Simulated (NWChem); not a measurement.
**the pair C2F2···C2F2, step by step**

Aim: a single-point energy (singlet C4F4, B97-D/pcseg-1), then a single-point energy (singlet C2F2, B97-D/pcseg-1), then a single-point energy (singlet C2F2, B97-D/pcseg-1), then the energy (singlet C2F2, B97-D/pcseg-1), then a single-point energy (singlet C2F2, B97-D/pcseg-1) of C4F4 and its partners. 

Program for the calculation: NWChem 7.3.0.

## Step 1: The system as given

C4F4: 8 atoms, total charge 0, spin state singlet. The two molecules were placed rigidly side by side, at 0.8 times their contact distance; the pair isn't optimised.

Bond lengths: F1–C2 1.277 Å, C2–C3 1.184 Å, C3–F4 1.277 Å, F5–C6 1.277 Å, C6–C7 1.184 Å, C7–F8 1.277 Å. Angles: F1–C2–C3 180.0°, C2–C3–F4 180.0°, F5–C6–C7 180.0°, C6–C7–F8 180.0°.

## Step 2: A single-point energy at B97-D/pcseg-1 (run 1)

c4f4.nw

```
start c4f4
title "C4F4"
memory stack 880 mb heap 220 mb global 1100 mb
charge 0
geometry units atomic noautosym nocenter noautoz
 F  -0.28393135  0.27041981  3.51092217
 C  -0.08985648  0.08560459  1.11172588
 C   0.08985648 -0.08560459 -1.11172588
 F   0.28393135 -0.27041981 -3.51092217
 F   5.73333458 -8.91948841  1.94433921
 C   3.83183546 -7.49146017  1.52842939
 C   2.06953357 -6.16817945  1.14298195
 F   0.16803445 -4.74013232  0.72707213
end
basis spherical bse
 * library pcseg-1
end
dft
 xc becke97-d
 grid fine
 convergence energy 1e-08
 iterations 100
 mulliken
 print low
end
task dft
```

Launch:

```console
$ nwchem c4f4.nw > c4f4.out
```

Output:

```text
[...]
 d= 0,ls=0.0,diis     1   -550.9570533530 -8.61D+02  1.25D-02  1.15D+00     1.6
[...]
 d= 0,ls=0.0,diis    11   -551.0737906911 -1.24D-09  9.87D-08  1.99D-10    14.4
         Total DFT energy =     -551.073790691055
      One electron energy =    -1375.659648337521
           Coulomb energy =      578.067643166311
    Exchange-Corr. energy =      -63.139203900189
 Nuclear repulsion energy =      309.661959319517
    Dispersion correction =       -0.004540939173
[...]
      Total Density - Mulliken Population Analysis
     ---------------------------------------------
    Atom       Charge   Shell Charges
 -----------   ------   -------------------------------------------------------
    1 F    9     9.16   2.00  0.97  0.95  3.45  1.79  0.01
    2 C    6     5.85   1.99  0.69  0.26  2.14  0.68  0.08
    3 C    6     5.85   1.99  0.69  0.26  2.14  0.68  0.08
    4 F    9     9.16   2.00  0.97  0.95  3.45  1.78  0.01
    5 F    9     9.15   2.00  0.97  0.95  3.45  1.78  0.01
    6 C    6     5.83   1.99  0.69  0.25  2.13  0.68  0.08
    7 C    6     5.85   1.99  0.69  0.28  2.14  0.67  0.08
    8 F    9     9.16   2.00  0.97  0.96  3.44  1.78  0.02
[...]
```

Wall time 15 s (1 thread of Intel Xeon Platinum 8488C (Sapphire Rapids), shared host); peak memory 0.12 GiB.

## Step 3: C2F2: a single-point energy at B97-D/pcseg-1 (run 2)

c2f2.nw

```
start c2f2
title "C2F2"
memory total 2200 mb

geometry units angstrom noautosym nocenter noautoz
F     -0.150250     0.143100     1.857900
C     -0.047550     0.045300     0.588300
C      0.047550    -0.045300    -0.588300
F      0.150250    -0.143100    -1.857900
end

basis "ao basis" spherical bse
F library pcseg-1
C library pcseg-1
end

dft
xc becke97-d
grid fine
convergence energy 1e-08
iterations 100
mulliken
noprint "final vectors analysis"
end

task dft energy
```

Launch:

```console
$ nwchem c2f2.nw > c2f2.out
```

Output:

```text
[...]
          Wavefunction type:  closed shell.
          No. of atoms     :     4
          No. of electrons :    30
[...]
          Charge           :     0
          Spin multiplicity:     1
[...]
          AO basis - number of functions:    56
[...]
              XC Information
              --------------
                   Becke 97-D Method XC Functional
                  Becke 1997-D Exchange Functional  1.000
                Becke 1997-D Correlation Potential  1.000
[...]
 d= 0,ls=0.0,diis     1   -275.4806212773 -3.71D+02  1.81D-02  5.79D-01     0.4
[...]
 d= 0,ls=0.0,diis     8   -275.5398379510  1.86D-11  3.74D-07  8.98D-10     2.5
         Total DFT energy =     -275.539837950997
      One electron energy =     -569.193708531329
           Coulomb energy =      229.706800289648
    Exchange-Corr. energy =      -31.563224250070
 Nuclear repulsion energy =       95.511003870056
    Dispersion correction =       -0.000709329303
[...]
      Total Density - Mulliken Population Analysis
     ---------------------------------------------
    Atom       Charge   Shell Charges
 -----------   ------   -------------------------------------------------------
    1 F    9     9.15   2.00  0.97  0.95  3.45  1.78  0.01
    2 C    6     5.85   1.99  0.69  0.26  2.14  0.68  0.08
    3 C    6     5.85   1.99  0.69  0.26  2.14  0.68  0.08
    4 F    9     9.15   2.00  0.97  0.95  3.45  1.78  0.01
[...]
```

Run time: 3.3 s. Hardware: 1 thread of Intel Xeon Platinum 8488C (Sapphire Rapids), shared host; peak memory 0.11 GiB.

## Step 4: C2F2: the energy at B97-D/pcseg-1 (run 3)

work.nw

```
START work
TITLE "C2F2 energy"
memory stack 880 mb heap 220 mb global 1100 mb

GEOMETRY units au noautosym nocenter noautoz
  F      5.73333458    -8.91948841     1.94433921
  C      3.83183546    -7.49146017     1.52842939
  C      2.06953357    -6.16817945     1.14298195
  F      0.16803445    -4.74013232     0.72707213
END

BASIS spherical bse
  * library pcseg-1
END

DFT
  xc becke97-d
  mult 1
  grid fine
  convergence energy 1e-08
  maxiter 100
  mulliken
  print low
END

TASK dft energy
```

Launch:

```console
$ nwchem work.nw > work.out
```

Output:

```text
[...]
 d= 0,ls=0.0,diis     1   -275.4806210556 -3.71D+02  1.81D-02  5.79D-01     0.4
[...]
 d= 0,ls=0.0,diis     8   -275.5398380449  1.24D-09  1.25D-06  1.21D-08     2.6
         Total DFT energy =     -275.539838044922
      One electron energy =     -569.193604598255
           Coulomb energy =      229.706747933081
    Exchange-Corr. energy =      -31.563222749266
 Nuclear repulsion energy =       95.510950701226
    Dispersion correction =       -0.000709331708
[...]
      Total Density - Mulliken Population Analysis
     ---------------------------------------------
    Atom       Charge   Shell Charges
 -----------   ------   -------------------------------------------------------
    1 F    9     9.15   2.00  0.97  0.95  3.45  1.78  0.01
    2 C    6     5.85   1.99  0.69  0.26  2.14  0.68  0.08
    3 C    6     5.85   1.99  0.69  0.26  2.14  0.68  0.08
    4 F    9     9.15   2.00  0.97  0.95  3.45  1.78  0.01
[...]
```

Wall time 3.3 s (1 thread of Intel Xeon Platinum 8488C (Sapphire Rapids), shared host); peak memory 0.11 GiB.

## Step 5: C2F2 among ghost functions: the energy at B97-D/pcseg-1 (with ghost functions) (run 4)

job.nw

```
START job
TITLE "C2F2 B97-D"
memory stack 880 mb heap 220 mb global 1100 mb
GEOMETRY units bohr noautosym nocenter noautoz
 F     -0.28393135     0.27041981     3.51092217
 C     -0.08985648     0.08560459     1.11172588
 C      0.08985648    -0.08560459    -1.11172588
 F      0.28393135    -0.27041981    -3.51092217
 bqF      5.733335    -8.919488     1.944339
 bqC      3.831835    -7.491460     1.528429
 bqC      2.069534    -6.168179     1.142982
 bqF      0.168034    -4.740132     0.727072
END
BASIS spherical bse
 F library pcseg-1
 C library pcseg-1
 bqF library F pcseg-1
 bqC library C pcseg-1
END
DFT
 xc becke97-d
 grid fine
 convergence energy 1e-08
 iterations 100
 mulliken
 print low
END
TASK dft energy
```

Launch:

```console
$ nwchem job.nw > job.out
```

Output:

```text
[...]
 d= 0,ls=0.0,diis     1   -275.4809324331 -3.71D+02  9.10D-03  5.81D-01     1.5
[...]
 d= 0,ls=0.0,diis    10   -275.5401979906 -1.66D-10  5.25D-08  1.43D-10    13.2
         Total DFT energy =     -275.540197990613
      One electron energy =     -569.195238748464
           Coulomb energy =      229.707977771587
    Exchange-Corr. energy =      -31.563224593299
 Nuclear repulsion energy =       95.510996909221
    Dispersion correction =       -0.000709329658
[...]
      Total Density - Mulliken Population Analysis
     ---------------------------------------------
    Atom       Charge   Shell Charges
 -----------   ------   -------------------------------------------------------
    1 F    9     9.15   2.00  0.97  0.95  3.45  1.78  0.01
    2 C    6     5.85   1.99  0.69  0.26  2.13  0.69  0.08
    3 C    6     5.85   1.99  0.69  0.26  2.13  0.68  0.08
    4 F    9     9.15   2.00  0.97  0.95  3.45  1.78  0.01
    5 X    0     0.00  -0.00 -0.00 -0.00 -0.00  0.00 -0.00
    6 X    0    -0.00   0.00  0.00 -0.00 -0.00 -0.00 -0.00
    7 X    0    -0.00  -0.00 -0.00  0.00  0.00 -0.01  0.00
    8 X    0    -0.00  -0.00 -0.00  0.00 -0.00 -0.00 -0.00
[...]
```

Wall time 14 s (1 thread of Intel Xeon Platinum 8488C (Sapphire Rapids), shared host); peak memory 0.12 GiB.

## Step 6: C2F2 among ghost functions: the energy at B97-D/pcseg-1 (with ghost functions) (run 5)

c2f2.nw

```
start c2f2
title "C2F2"
memory stack 880 mb heap 220 mb global 1100 mb

geometry units angstroms noautosym nocenter noautoz
  F      3.033950    -4.719990     1.028900
  C      2.027720    -3.964310     0.808810
  C      1.095150    -3.264060     0.604840
  F      0.088920    -2.508370     0.384750
  bqF     -0.150250     0.143100     1.857900
  bqC     -0.047550     0.045300     0.588300
  bqC      0.047550    -0.045300    -0.588300
  bqF      0.150250    -0.143100    -1.857900
end

basis spherical bse
  F library pcseg-1
  C library pcseg-1
  bqF library F pcseg-1
  bqC library C pcseg-1
end

dft
  xc becke97-d
  grid fine
  convergence energy 1e-08
  maxiter 100
  mulliken
  print low
end

task dft energy
```

Launch:

```console
$ nwchem c2f2.nw > c2f2.out
```

Output:

```text
[...]
 d= 0,ls=0.0,diis     1   -275.4815966614 -3.71D+02  8.95D-03  5.82D-01     1.5
[...]
 d= 0,ls=0.0,diis    10   -275.5409650506 -3.95D-09  2.74D-07  3.65D-09    13.3
         Total DFT energy =     -275.540965050639
      One electron energy =     -569.171581035189
           Coulomb energy =      229.681166765353
    Exchange-Corr. energy =      -31.560799017964
 Nuclear repulsion energy =       95.510957568520
    Dispersion correction =       -0.000709331358
[...]
      Total Density - Mulliken Population Analysis
     ---------------------------------------------
    Atom       Charge   Shell Charges
 -----------   ------   -------------------------------------------------------
    1 F    9     9.15   2.00  0.97  0.95  3.45  1.78  0.01
    2 C    6     5.83   1.99  0.69  0.25  2.13  0.68  0.08
    3 C    6     5.85   1.99  0.69  0.27  2.14  0.67  0.08
    4 F    9     9.16   2.00  0.96  0.96  3.44  1.78  0.01
    5 X    0     0.00   0.00  0.00 -0.00 -0.00  0.00  0.00
    6 X    0     0.00   0.00  0.00 -0.00  0.00  0.00  0.00
    7 X    0     0.01  -0.00  0.00  0.00  0.00  0.00  0.00
    8 X    0    -0.00   0.00  0.00 -0.00 -0.00  0.00 -0.00
[...]
```

Run time: 14 s. Hardware: 1 thread of Intel Xeon Platinum 8488C (Sapphire Rapids), shared host; peak memory 0.12 GiB.

## Step 7: Outcome

```
                                                                                                                quantity          value
                                                                                      run 1, B97-D/pcseg-1: total energy  -551.07379 Eh
                                                                                 run 1, B97-D/pcseg-1: dispersion energy  -11.92 kJ/mol
                                                                                               C2F2, run 2: total energy  -275.53984 Eh
                                                                                              C2F2, run 2: dipole moment         0.00 D
                                                                                          C2F2, run 2: dispersion energy   -1.86 kJ/mol
                                                                                               C2F2, run 3: total energy  -275.53984 Eh
                                                                                          C2F2, run 3: dispersion energy   -1.86 kJ/mol
                                                                         C2F2 among ghost functions, run 4: total energy  -275.54020 Eh
                                                                    C2F2 among ghost functions, run 4: dispersion energy   -1.86 kJ/mol
                                                                         C2F2 among ghost functions, run 5: total energy  -275.54097 Eh
                                                                    C2F2 among ghost functions, run 5: dispersion energy   -1.86 kJ/mol
              interaction energy of the rigid parts C2F2 and C2F2 (parts in their own basis; closest atoms 2.57 Å apart)       0.160 eV
interaction energy of the rigid parts C2F2 and C2F2 (parts in the whole basis, counterpoise; closest atoms 2.57 Å apart)       0.201 eV
```

What this shows: The interaction energy of the rigid parts C2F2 and C2F2 (parts in their own basis; closest atoms 2.57 Å apart) is 0.16 eV (15.5 kJ/mol): the parts repel at this shape. Without counterpoise this holds the superposition error of the basis. The interaction energy of the rigid parts C2F2 and C2F2 (parts in the whole basis, counterpoise; closest atoms 2.57 Å apart) is 0.20 eV (19.4 kJ/mol): the parts repel at this shape. The basis-set superposition error is 3.9 kJ/mol. Mulliken charges (run 1, B97-D/pcseg-1) run from -0.16 on F1 to +0.17 on C6. Mulliken charges (C2F2, run 2) run from -0.15 on F1 to +0.15 on C2.
